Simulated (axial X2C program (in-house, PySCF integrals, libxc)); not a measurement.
# GeLi: bond curves with and without spin–orbit coupling

What are the state, bond length, wavenumber and bond energy of GeLi, and what does spin–orbit coupling change?

Program: an in-house X2C program for linear molecules on PySCF integrals. Level of theory: all-electron X2C, Ge dyall-cv3z, Li dyall-cv3z. These are calculated values, not measurements.

## 1. The job

task.json

```json
{"zs": [32, 3], "q": 0, "bas": ["dyall-cv3z", "dyall-cv3z"], "levels": ["PBE0", "HF", "B3LYP"], "cc": true, "r0": 2.54, "thr": -2.0, "nmax": 90, "npts": 10, "nst": 2, "ntry": 6}
```

Keys: zs atomic numbers; q charge; bas basis sets; levels methods (HF also brings MP2); cc coupled cluster on or off; r0 starting distance in Å; thr threshold in hartree for freezing inner shells (an s shell follows its p shell); nmax most natural virtual spinors; npts points asked for on the curve; nst determinants followed; ntry starts of the search.

The run is started by

```
$ python so2c.py task.json out
```

Spin-free means the one-electron spin-free X2C Hamiltonian; two-component (2c) means X2C with spin–orbit coupling and atomic mean-field two-electron Coulomb and Gaunt terms. Basis: Ge dyall-cv3z contracted to [9s9p7d4f1g], Li dyall-cv3z contracted to [7s8p2d]; Gaussian nuclei, density fitting. Masses: Ge 73.921 u, Li 7.016 u.

Notation: σ, π±, δ± give the projection m of an orbital's angular momentum (0, ±1, ±2), α and β its spin, Λ and M_S the sums; ω is the projection of a spinor's total angular momentum and Ω the sum. Logs are in hartree.

The results follow Hamiltonian by Hamiltonian and level by level.

## 2. Search for the lowest determinant

PBE0 moves the distance from 2.540 Å to 2.400 Å and compares determinants there.

Spin-free determinants:

```json
{"ΔE (eV)": "0.00", "state": "M_S = 3/2, Λ = 0", "open shells": "beyond closed shells: σα, π+α, π-α"}
{"ΔE (eV)": "0.59", "state": "M_S = 1/2, Λ = 0", "open shells": "beyond closed shells: σβ, π+α, π-α"}
{"ΔE (eV)": "0.64", "state": "M_S = 1/2, Λ = 1", "open shells": "beyond closed shells: π+α"}
{"ΔE (eV)": "1.02", "state": "M_S = 1/2, Λ = 0", "open shells": "beyond closed shells: σα, π+β, π-α"}
{"ΔE (eV)": "1.02", "state": "M_S = 1/2, Λ = 2", "open shells": "beyond closed shells: σα, π+α, π+β"}
{"ΔE (eV)": "2.12", "state": "M_S = 1/2, Λ = 1", "open shells": "beyond closed shells: π+α, π+β, π-α"}
{"ΔE (eV)": "2.19", "state": "M_S = 3/2, Λ = 1", "open shells": "beyond closed shells: 2 × σα, π+α"}
```

Two-component determinants:

```json
{"ΔE (eV)": "0.00", "state": "Ω = 3/2", "open shells": "excess of +ω over −ω: ω = 3/2"}
{"ΔE (eV)": "0.59", "state": "Ω = 1/2", "open shells": "excess of +ω over −ω: ω = 1/2"}
{"ΔE (eV)": "0.60", "state": "Ω = 1/2", "open shells": "excess of +ω over −ω: 2 × ω = -1/2, ω = 3/2"}
{"ΔE (eV)": "1.02", "state": "Ω = 5/2", "open shells": "excess of +ω over −ω: 2 × ω = 1/2, ω = 3/2"}
{"ΔE (eV)": "1.11", "state": "Ω = 1/2", "open shells": "excess of +ω over −ω: ω = 1/2"}
{"ΔE (eV)": "3.54", "state": "Ω = 7/2", "open shells": "excess of +ω over −ω: ω = 1/2, 2 × ω = 3/2"}
```

## 3. PBE0, spin-free

State followed: M_S = 3/2, Λ = 0 (beyond closed shells: σα, π+α, π-α). The scan is laid around 2.400 Å, a first estimate of the minimum, and this SCF restarts from the orbitals of the search.

Output at 2.400 Å:

```text
spin-free X2C-1e  PBE0
basis functions 149  fitting functions 801  grid points 5083
iter        total energy     max residual
   1      -2106.058902380     1.89e-05
   2      -2106.058902388     2.99e-05
   3      -2106.058902394     5.07e-06
   4      -2106.058902395     2.68e-06
converged
one-electron -2976.45468398  Coulomb 931.06700865  exact exchange -20.08857467  xc functional -61.74974083  nuclear repulsion 21.16708844
```

Along the bond, energies from the lowest point:

```csv
R (Å),E (eV),μ (D),HOMO (eV),LUMO (eV),iterations
2.088,0.2595,4.95,-4.83,-1.61,10
2.184,0.1093,5.20,-4.73,-1.67,10
2.256,0.0438,5.40,-4.66,-1.71,10
2.328,0.0093,5.59,-4.59,-1.74,10
2.400,0.0000,5.78,-4.53,-1.77,4
2.484,0.0136,6.00,-4.46,-1.80,9
2.568,0.0474,6.22,-4.40,-1.83,9
2.676,0.1127,6.50,-4.32,-1.86,10
2.808,0.2139,6.81,-4.24,-1.89,10
3.000,0.3837,7.21,-4.15,-2.01,10
```

Dipoles are positive if Li is the positive end.

Outer orbitals at the reference distance:

```csv
symmetry,occupied,ε (eV),atomic character
σα,yes,-31.22,100% Ge d
π+α,yes,-31.20,100% Ge d
π-α,yes,-31.20,100% Ge d
δ-α,yes,-31.19,100% Ge d
δ+α,yes,-31.19,100% Ge d
σβ,yes,-31.05,100% Ge d
π-β,yes,-31.04,100% Ge d
π+β,yes,-31.04,100% Ge d
δ+β,yes,-31.01,100% Ge d
δ-β,yes,-31.01,100% Ge d
σα,yes,-12.79,"74% Ge s, 13% Li p, 8% Li s"
σβ,yes,-10.26,"75% Ge s, 13% Li p, 8% Li s"
σα,yes,-5.33,"75% Ge p, 15% Li s, 6% Li p"
π+α,yes,-4.53,"79% Ge p, 16% Li p, 5% Li d"
π-α,yes,-4.53,"79% Ge p, 16% Li p, 5% Li d"
σβ,no,-1.77,"60% Ge p, 32% Li s, 4% Li p"
σα,no,-1.63,"61% Li s, 32% Li p, 5% Ge p"
π+β,no,-1.09,"66% Ge p, 31% Li p, 3% Li d"
π-β,no,-1.09,"66% Ge p, 31% Li p, 3% Li d"
```

PBE0 fields in the half plane through the axis: z from -2.4 to 4.8 Å across, distance from the axis 0.15 to 2.25 Å upwards; Ge lies at z = 0 and Li at z = 2.400 Å; the ELF is damped to zero where the density is low.

log10 density (e/bohr³). Ten even steps from ' ' (-5.08 ) to '@' (1.38 ):
```
....::::::--------------------::::::::......      
..::::--------==========----------::::::....      
::::------==================--------::::......    
::::----======++++++++==========------::::....    
::----====++++++++++++++++========----::::....    
::--====++++++********++++++========--::::....    
----====++++**##%%##**++++++++++**++==--::....    
----====++**##%%@@%%##**++++++##%%##++--::....    
```

ELF. Ten even steps from '0' (0.00 ) to '9' (1.00 ):
```
0001234555555554310000000
0012456666666666531000000
0124677777777777642000000
0246778777778876421000000
1357787655778862000000000
1467774212368710000000000
2467751464147504992000000
2567732727237309999000000
```

Re = 2.396 Å, ωe = 404 cm⁻¹, ωexe = 2.78 cm⁻¹, Be = 0.4584 cm⁻¹, De = 1.68 eV, μ = 5.77 D.

## 4. HF, spin-free

Output at 2.400 Å:

```text
spin-free X2C-1e  HF
basis functions 149  fitting functions 801  grid points 5083
iter        total energy     max residual
   1      -2104.574885589     2.25e-01
   2      -2104.593250951     7.84e-03
   3      -2104.593875799     7.09e-03
   4      -2104.594119636     7.45e-04
   5      -2104.594168233     5.81e-04
   6      -2104.594190504     3.80e-04
   7      -2104.594202004     1.54e-04
   8      -2104.594203535     4.95e-05
   9      -2104.594203770     2.67e-05
  10      -2104.594203822     1.02e-05
  11      -2104.594203831     1.70e-06
  12      -2104.594203831     8.90e-07
converged
one-electron -2976.96294539  Coulomb 931.67020644  exact exchange -80.46855332  xc functional 0.00000000  nuclear repulsion 21.16708844
```

Re = 2.429 Å, ωe = 400 cm⁻¹, ωexe = 2.86 cm⁻¹, Be = 0.446 cm⁻¹, De = 1.19 eV, μ = 6.52 D.

## 5. B3LYP, spin-free

Output at 2.400 Å:

```text
spin-free X2C-1e  B3LYP
basis functions 149  fitting functions 801  grid points 5083
iter        total energy     max residual
   1      -2106.395648667     3.72e-02
   2      -2106.396866718     2.09e-03
   3      -2106.396867808     2.56e-03
   4      -2106.396897771     2.72e-04
   5      -2106.396898311     9.03e-05
   6      -2106.396898389     3.50e-05
   7      -2106.396898413     3.04e-06
   8      -2106.396898414     1.63e-06
converged
one-electron -2976.35204625  Coulomb 930.95265022  exact exchange -16.06665571  xc functional -66.09793510  nuclear repulsion 21.16708844
```

Re = 2.399 Å, ωe = 396 cm⁻¹, ωexe = 2.96 cm⁻¹, Be = 0.4571 cm⁻¹, De = 1.54 eV, μ = 5.60 D.

## 6. Correlated methods, spin-free

Correlated methods: 15 electrons correlated (frozen shells, counted by type: Ge 3 s, 2 p; Li 1 s), 209 virtual spinors in MP2, 89 natural virtuals in coupled cluster.

Output of the correlated part at 2.400 Å:

```text
correlated 15  virtual 209  natural virtual 89  E(MP2) -0.470156957  MP2 remainder -0.027125430
iter   CCSD correlation   residual
   1     -0.413128976   9.75e-02
   2     -0.423809537   2.95e-02
   3     -0.423985993   9.50e-03
   4     -0.423948051   2.71e-03
   5     -0.423994323   1.18e-03
   6     -0.423991402   4.33e-04
   7     -0.423990676   1.18e-04
   8     -0.423992299   3.66e-05
   9     -0.423991736   1.26e-05
  10     -0.423992002   3.67e-06
  11     -0.423991856   1.19e-06
  12     -0.423991892   4.53e-07
  13     -0.423991889   1.50e-07
(T) -0.010212210  T1 0.0157  D1 0.0302  max T2 0.065
```

T1 in the output is the amplitude norm over the root of the electron number; divide by √2 for the Lee–Taylor value.

MP2: Re = 2.404 Å, ωe = 409 cm⁻¹, Be = 0.4553 cm⁻¹, De = 1.71 eV.

CCSD: Re = 2.407 Å, ωe = 408 cm⁻¹, ωexe = 2.73 cm⁻¹, Be = 0.454 cm⁻¹, De = 1.66 eV. T1 at Re = 0.011 (Lee–Taylor, the printed value over √2).

CCSD(T): Re = 2.409 Å, ωe = 407 cm⁻¹, ωexe = 2.69 cm⁻¹, Be = 0.4534 cm⁻¹, De = 1.70 eV. T1 at Re = 0.011 (Lee–Taylor, the printed value over √2).

## 7. A higher determinant, spin-free

State: M_S = 1/2, Λ = 0 (beyond closed shells: σβ, π+α, π-α).

Output at the reference distance:

```text
spin-free X2C-1e  PBE0
basis functions 149  fitting functions 801  grid points 5083
iter        total energy     max residual
   1      -2106.037144893     2.18e-05
   2      -2106.037144909     3.08e-05
   3      -2106.037144916     7.01e-06
   4      -2106.037144919     3.05e-06
   5      -2106.037144919     4.37e-07
converged
one-electron -2976.33535689  Coulomb 930.94817203  exact exchange -20.08151384  xc functional -61.73553465  nuclear repulsion 21.16708844
```

```csv
R (Å),E above the lowest PBE0 point (eV)
2.088,0.903
2.184,0.738
2.256,0.660
2.328,0.614
2.400,0.592
2.484,0.590
2.568,0.608
2.676,0.650
2.808,0.721
```

Re = 2.448 Å, ωe = 361 cm⁻¹, Be = 0.4391 cm⁻¹, μ = 6.08 D. ⟨S²⟩ = 1.76 against 0.75 for a pure state, so this determinant mixes spins. Te = 0.59 eV.

## 8. The spin-free curves together

Energy (eV) of the followed determinant, spin-free, from each level's lowest point:

```csv
R (Å),PBE0,HF,MP2,CCSD,CCSD(T),B3LYP
2.088,0.259,0.322,0.281,n/a,n/a,0.258
2.184,0.109,0.147,0.122,0.125,0.126,0.109
2.256,0.044,0.067,0.051,0.053,0.054,0.045
2.328,0.009,0.020,0.012,0.013,0.014,0.010
2.400,0.000,0.000,0.000,0.000,0.000,0.000
2.484,0.014,0.004,0.012,0.010,0.010,0.012
2.568,0.047,0.030,0.045,0.043,0.042,0.044
2.676,0.113,0.087,0.111,0.107,0.106,0.105
2.808,0.214,0.182,0.216,n/a,n/a,0.201
3.000,0.384,0.345,0.398,n/a,n/a,0.360
```

## 9. PBE0, 2c

State followed: Ω = 3/2 (excess of +ω over −ω: ω = 3/2). The scan is laid around 2.400 Å, a first estimate of the minimum, and this SCF restarts from the orbitals of the search.

The SCF at the reference distance of 2.400 Å:

```text
two-component X2C + atomic mean field  PBE0
basis functions 149  fitting functions 801  grid points 5083
iter        total energy     max residual
   1      -2105.387515359     7.73e-06
   2      -2105.387515366     6.45e-06
   3      -2105.387515368     2.80e-06
converged
one-electron -2974.72839144  Coulomb 930.70295633  exact exchange -20.08102327  xc functional -61.72664844  nuclear repulsion 21.16708844  atomic mean-field constant -0.72149698
```

Along the bond, energies from the lowest point:

```csv
R (Å),E (eV),μ (D),HOMO (eV),LUMO (eV),iterations
2.088,0.2604,4.95,-4.78,-1.61,11
2.184,0.1100,5.20,-4.67,-1.67,11
2.256,0.0443,5.39,-4.60,-1.71,11
2.328,0.0096,5.58,-4.53,-1.74,11
2.400,0.0000,5.78,-4.47,-1.77,3
2.484,0.0134,6.00,-4.40,-1.81,11
2.568,0.0469,6.22,-4.34,-1.83,11
2.676,0.1118,6.49,-4.26,-1.87,12
2.808,0.2127,6.80,-4.18,-1.90,12
3.000,0.3820,7.19,-4.09,-2.01,13
```

Dipoles are positive if Li is the positive end.

Outer spinors at the reference distance:

```json
{"ω": "-3/2", "occupied": "yes", "ε (eV)": "-31.50", "atomic character": "100% Ge d", "λ mixture": "87% δ, 13% π"}
{"ω": "-1/2", "occupied": "yes", "ε (eV)": "-31.49", "atomic character": "100% Ge d", "λ mixture": "72% π, 28% σ"}
{"ω": "1/2", "occupied": "yes", "ε (eV)": "-31.46", "atomic character": "100% Ge d", "λ mixture": "57% σ, 43% π"}
{"ω": "3/2", "occupied": "yes", "ε (eV)": "-31.40", "atomic character": "100% Ge d", "λ mixture": "65% δ, 35% π"}
{"ω": "5/2", "occupied": "yes", "ε (eV)": "-30.98", "atomic character": "100% Ge d", "λ mixture": "100% δ"}
{"ω": "3/2", "occupied": "yes", "ε (eV)": "-30.94", "atomic character": "100% Ge d", "λ mixture": "65% π, 35% δ"}
{"ω": "1/2", "occupied": "yes", "ε (eV)": "-30.92", "atomic character": "100% Ge d", "λ mixture": "57% π, 43% σ"}
{"ω": "-1/2", "occupied": "yes", "ε (eV)": "-30.89", "atomic character": "100% Ge d", "λ mixture": "72% σ, 28% π"}
{"ω": "-3/2", "occupied": "yes", "ε (eV)": "-30.85", "atomic character": "100% Ge d", "λ mixture": "87% π, 13% δ"}
{"ω": "-5/2", "occupied": "yes", "ε (eV)": "-30.81", "atomic character": "100% Ge d", "λ mixture": "100% δ"}
{"ω": "1/2", "occupied": "yes", "ε (eV)": "-12.79", "atomic character": "74% Ge s, 13% Li p, 8% Li s", "λ mixture": "100% σ"}
{"ω": "-1/2", "occupied": "yes", "ε (eV)": "-10.27", "atomic character": "75% Ge s, 13% Li p, 8% Li s", "λ mixture": "100% σ"}
{"ω": "1/2", "occupied": "yes", "ε (eV)": "-5.33", "atomic character": "75% Ge p, 15% Li s, 6% Li p", "λ mixture": "100% σ"}
{"ω": "-1/2", "occupied": "yes", "ε (eV)": "-4.58", "atomic character": "79% Ge p, 16% Li p, 5% Li d", "λ mixture": "100% π"}
{"ω": "3/2", "occupied": "yes", "ε (eV)": "-4.47", "atomic character": "78% Ge p, 17% Li p, 5% Li d", "λ mixture": "100% π"}
{"ω": "-1/2", "occupied": "no", "ε (eV)": "-1.77", "atomic character": "60% Ge p, 32% Li s, 5% Li p", "λ mixture": "100% σ"}
{"ω": "1/2", "occupied": "no", "ε (eV)": "-1.63", "atomic character": "60% Li s, 32% Li p, 5% Ge p", "λ mixture": "100% σ"}
{"ω": "1/2", "occupied": "no", "ε (eV)": "-1.12", "atomic character": "66% Ge p, 30% Li p, 3% Li d", "λ mixture": "100% π"}
{"ω": "-3/2", "occupied": "no", "ε (eV)": "-1.06", "atomic character": "64% Ge p, 32% Li p, 3% Li d", "λ mixture": "100% π"}
```

PBE0 fields in the half plane through the axis: z from -2.4 to 4.8 Å across, distance from the axis 0.15 to 2.25 Å upwards; Ge lies at z = 0 and Li at z = 2.400 Å; the ELF is damped to zero where the density is low.

log10 density (e/bohr³). Ten even steps from '0' (-5.08 ) to '9' (1.38 ):
```
1122233333333332222111000
1223333444443333322211000
2233344444444433332211100
2233444555544444333221100
2334455555555444433221100
2344555666655544443221100
3344556787655555654321100
3344567898765557875321100
```

ELF. Ten even steps from '0' (0.00 ) to '9' (1.00 ):
```
0001234555555554310000000
0012456666666666531000000
0124677777777777642000000
0246778777778876421000000
1357777655778862000000000
1467774212368710000000000
2467751464147504992000000
2567732727237309999000000
```

Re = 2.396 Å, ωe = 403 cm⁻¹, ωexe = 2.77 cm⁻¹, Be = 0.4581 cm⁻¹, De = 1.68 eV, μ = 5.77 D.

## 10. HF, 2c

The SCF at the reference distance of 2.400 Å:

```text
two-component X2C + atomic mean field  HF
basis functions 149  fitting functions 801  grid points 5083
iter        total energy     max residual
   1      -2103.903936736     2.25e-01
   2      -2103.922310329     7.87e-03
   3      -2103.922943781     7.08e-03
   4      -2103.923189479     7.46e-04
   5      -2103.923241601     5.74e-04
   6      -2103.923266337     3.73e-04
   7      -2103.923279147     1.47e-04
   8      -2103.923280807     4.71e-05
   9      -2103.923281124     2.68e-05
  10      -2103.923281259     2.06e-05
  11      -2103.923281361     1.73e-05
  12      -2103.923281451     1.36e-05
  13      -2103.923281591     5.40e-06
  14      -2103.923281622     2.56e-06
  15      -2103.923281624     1.05e-06
  16      -2103.923281624     4.61e-07
converged
one-electron -2975.23355052  Coulomb 931.30308526  exact exchange -80.43840782  xc functional 0.00000000  nuclear repulsion 21.16708844  atomic mean-field constant -0.72149698
```

Re = 2.430 Å, ωe = 399 cm⁻¹, ωexe = 2.85 cm⁻¹, Be = 0.4456 cm⁻¹, De = 1.17 eV, μ = 6.52 D.

## 11. B3LYP, 2c

Output at 2.400 Å:

```text
two-component X2C + atomic mean field  B3LYP
basis functions 149  fitting functions 801  grid points 5083
iter        total energy     max residual
   1      -2105.724125970     3.74e-02
   2      -2105.725368624     2.10e-03
   3      -2105.725382092     2.54e-03
   4      -2105.725414843     2.75e-04
   5      -2105.725419914     1.18e-04
   6      -2105.725422364     9.71e-05
   7      -2105.725424938     6.15e-05
   8      -2105.725426679     1.18e-05
   9      -2105.725426753     4.19e-06
  10      -2105.725426754     1.73e-06
converged
one-electron -2974.62833309  Coulomb 930.59086657  exact exchange -16.06051202  xc functional -66.07303967  nuclear repulsion 21.16708844  atomic mean-field constant -0.72149698
```

Re = 2.401 Å, ωe = 394 cm⁻¹, ωexe = 3.01 cm⁻¹, Be = 0.4562 cm⁻¹, De = 1.53 eV, μ = 5.60 D.

## 12. Correlated methods, 2c

Correlated methods: 15 electrons correlated (frozen shells, counted by type: Ge 3 s, 2 p; Li 1 s), 209 virtual spinors in MP2, 90 natural virtuals in coupled cluster.

Output of the correlated part at 2.400 Å:

```text
correlated 15  virtual 209  natural virtual 90  E(MP2) -0.469967043  MP2 remainder -0.026824761
iter   CCSD correlation   residual
   1     -0.413299338   9.75e-02
   2     -0.423980127   2.96e-02
   3     -0.424156963   9.71e-03
   4     -0.424120154   3.05e-03
   5     -0.424172187   1.58e-03
   6     -0.424168937   8.43e-04
   7     -0.424168310   4.76e-04
   8     -0.424174797   3.14e-04
   9     -0.424168995   1.94e-04
  10     -0.424171735   1.21e-04
  11     -0.424168638   8.55e-05
  12     -0.424171529   5.29e-05
  13     -0.424170778   2.28e-05
  14     -0.424171001   9.91e-06
  15     -0.424170915   5.99e-06
  16     -0.424170914   3.83e-06
(T) -0.010233685  T1 0.0160  D1 0.0303  max T2 0.065
```

MP2: Re = 2.404 Å, ωe = 409 cm⁻¹, Be = 0.455 cm⁻¹, De = 1.72 eV.

CCSD: Re = 2.409 Å, ωe = 407 cm⁻¹, ωexe = 2.72 cm⁻¹, Be = 0.4535 cm⁻¹, De = 1.65 eV. T1 at Re = 0.011 (Lee–Taylor, the printed value over √2).

CCSD(T): Re = 2.410 Å, ωe = 406 cm⁻¹, ωexe = 2.69 cm⁻¹, Be = 0.4529 cm⁻¹, De = 1.69 eV. T1 at Re = 0.011 (Lee–Taylor, the printed value over √2).

## 13. A higher determinant, 2c

State: Ω = 1/2 (excess of +ω over −ω: ω = 1/2).

Output at the reference distance:

```text
two-component X2C + atomic mean field  PBE0
basis functions 149  fitting functions 801  grid points 5083
iter        total energy     max residual
   1      -2105.365818006     5.34e-06
   2      -2105.365818016     3.87e-06
   3      -2105.365818020     3.67e-06
   4      -2105.365818022     1.70e-06
converged
one-electron -2974.41030719  Coulomb 930.37374119  exact exchange -20.06841828  xc functional -61.70642520  nuclear repulsion 21.16708844  atomic mean-field constant -0.72149698
```

```csv
R (Å),E above the lowest PBE0 point (eV)
2.088,1.209
2.184,0.926
2.256,0.775
2.328,0.665
2.400,0.590
2.484,0.539
2.568,0.518
2.676,0.525
2.808,0.572
```

Re = 2.598 Å, ωe = 365 cm⁻¹, Be = 0.3898 cm⁻¹, μ = 5.08 D. Te = 0.52 eV.

## 14. The 2c curves together

Energy (eV) of the followed determinant, 2c, from each level's lowest point:

```csv
R (Å),PBE0,HF,MP2,CCSD,CCSD(T),B3LYP
2.088,0.260,0.323,0.282,n/a,n/a,0.260
2.184,0.110,0.148,0.122,0.126,0.127,0.111
2.256,0.044,0.067,0.051,0.054,0.054,0.046
2.328,0.010,0.020,0.012,0.014,0.014,0.011
2.400,0.000,0.000,0.000,0.000,0.000,0.000
2.484,0.013,0.003,0.011,0.010,0.010,0.011
2.568,0.047,0.029,0.045,0.042,0.041,0.042
2.676,0.112,0.086,0.110,0.106,0.104,0.103
2.808,0.213,0.180,0.216,n/a,n/a,0.196
3.000,0.382,0.343,0.397,n/a,n/a,0.352
```

The whole job took 3.2 min on 1 thread of Arm Neoverse V2, shared host.

## 15. Constants

Lowest determinant that the search found at its distance, spin-free: M_S = 3/2, Λ = 0 (beyond closed shells: σα, π+α, π-α).

Lowest determinant that the search found at its distance, 2c: Ω = 3/2 (excess of +ω over −ω: ω = 3/2).

| Hamiltonian | level | Re (Å) | ωe (cm⁻¹) | De (eV) | μ (D) |
| --- | --- | --- | --- | --- | --- |
| spin-free | PBE0 | 2.396 | 404 | 1.68 | 5.77 |
| spin-free | HF | 2.429 | 400 | 1.19 | 6.52 |
| spin-free | MP2 | 2.404 | 409 | 1.71 | n/a |
| spin-free | CCSD | 2.407 | 408 | 1.66 | n/a |
| spin-free | CCSD(T) | 2.409 | 407 | 1.70 | n/a |
| spin-free | B3LYP | 2.399 | 396 | 1.54 | 5.60 |
| 2c | PBE0 | 2.396 | 403 | 1.68 | 5.77 |
| 2c | HF | 2.430 | 399 | 1.17 | 6.52 |
| 2c | MP2 | 2.404 | 409 | 1.72 | n/a |
| 2c | CCSD | 2.409 | 407 | 1.65 | n/a |
| 2c | CCSD(T) | 2.410 | 406 | 1.69 | n/a |
| 2c | B3LYP | 2.401 | 394 | 1.53 | 5.60 |

Dipoles are positive if Li is the positive end.

Time per point (s) on 1 thread of Arm Neoverse V2, shared host (2c runs; CCSD comes with the CCSD(T) run); the times are rough: PBE0 0.41, HF 0.32, MP2 0.58, CCSD(T) 8.3, B3LYP 0.48.

In words: At CCSD(T), going from spin-free to two-component changes Re by +1 mÅ, ωe by -0.2 %; the spin-free picture holds up (part of it comes from the scalar share of the two-electron terms). De moves by -0.01 eV; both De rest on single-determinant atoms, which can miss part of an open shell's spin–orbit lowering.

De refers to Ge + Li, each in the lowest determinant found, which need not be this curve's own limit. Each curve is one determinant whose occupation by symmetry is held fixed; it was picked as the lowest of a PBE0 search that is not exhaustive. De is counted from the lowest determinant-based energies of the atoms at the same level, without counterpoise correction. Density functionals use the spin component along the axis (collinear). CCSD and (T) use frozen natural virtuals with an MP2 correction for the truncation. With several unpaired electrons one determinant need not be a pure state.
